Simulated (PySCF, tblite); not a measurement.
**C₂H₁₁PSSi₂: geometry, infrared bands and NMR shifts**

Wanted: the infrared bands and NMR shifts of C₂H₁₁PSSi₂ (`C[Si@H](P)CS[SiH3]`), by calculation.

Computed with tblite 0.8.0 and PySCF 2.14.0, with density-fitted response routines of our own, on a single molecule in the gas phase. Atoms are numbered from 0 throughout.

### Step 1. The molecule as given

17 atoms, charge 0, multiplicity 1; geometry from: force field or distance geometry start.

Bonds of the start (Å): C0–Si1 1.85, Si1–P2 2.21, Si1–C3 1.88, C3–S4 1.82, S4–Si5 2.16, C0–H6 1.11, C0–H7 1.12, C0–H8 1.11, Si1–H9 1.45, P2–H10 1.46, P2–H11 1.47, C3–H12 1.10, C3–H13 1.12, Si5–H14 1.47, Si5–H15 1.49, Si5–H16 1.46.

### Step 2. Geometry optimisation with GFN2-xTB

The job: settings as JSON, then the geometry in Å.

```
{"job": {"kind": "relax", "xc": "GFN2-xTB", "basis": "xTB"}, "charge": 0, "multiplicity": 1}
C     -0.983000     1.735500     0.649400
Si    -1.200300     0.169100    -0.315400
P     -3.114000    -0.845000     0.127000
C      0.170400    -0.987400     0.235100
S      1.490200    -0.070300     1.096100
Si     3.175900    -0.106000    -0.247300
H     -1.803000     2.469100     0.498300
H     -0.835800     1.540500     1.743800
H     -0.037000     2.212500     0.311200
H     -1.068500     0.478600    -1.727300
H     -2.816000    -2.263400     0.264700
H     -3.962600    -0.743100    -1.070200
H      0.560000    -1.527100    -0.642100
H     -0.198800    -1.740600     0.977600
H      2.979100    -1.152400    -1.255300
H      4.410400    -0.361400     0.544100
H      3.225900     1.203500    -0.900600
```

On the command line:

```sh
$ OMP_NUM_THREADS=1 python probes_run.py task.json out
```

The driver reads the jobs from task.json and runs them one after another.

**Question.** This job is followed by: GFN2-xTB harmonic vibrations, gas phase; GIAO PBE0/pcSseg-1 NMR shielding, non-relativistic, gas phase. Predict these results of the whole session: strongest single infrared mode (GFN2-xTB); zero-point energy (GFN2-xTB); 13C shifts against TMS (PBE0/pcSseg-1); 1H shifts against TMS (PBE0/pcSseg-1, means over atoms taken as alike); 29Si shifts against TMS (PBE0/pcSseg-1); 31P shifts against H3PO4 (PBE0/pcSseg-1); 33S shifts against CS2 (PBE0/pcSseg-1); surface potential, 1st and 99th percentile.

As calculated:

| quantity | value |
| --- | --- |
| strongest single infrared mode (GFN2-xTB) | 774 cm⁻¹, 342 km/mol |
| zero-point energy (GFN2-xTB) | 72.4 kcal/mol |
| 13C shifts against TMS (PBE0/pcSseg-1) | 17.2, -5.3 ppm |
| 1H shifts against TMS (PBE0/pcSseg-1, means over atoms taken as alike) | 4.99, 4.57, 1.84, 1.77, 0.98, 0.50 ppm |
| 29Si shifts against TMS (PBE0/pcSseg-1) | -24.9, -53.9 ppm |
| 31P shifts against H3PO4 (PBE0/pcSseg-1) | -301.2 ppm |
| 33S shifts against CS2 (PBE0/pcSseg-1) | -217 ppm |
| surface potential, 1st and 99th percentile | -0.94 V and 1.04 V |

What this shows: The optimisation took 152 steps and gained 0.699 eV; among the close pairs (by a distance rule), P2–H11 changed most, from 1.471 to 1.381 Å. All 45 modes are real, so the xTB geometry is a minimum. The strongest single mode, at 774 cm⁻¹, is carried by H15, H16, H14. Unscaled tight-binding wavenumbers are off by several per cent, some by more. Its intensities can rank the bands wrongly. At PBE0/pcSseg-1: Shielding is most anisotropic at S4 (span 311 ppm, paramagnetic term -337 ppm).
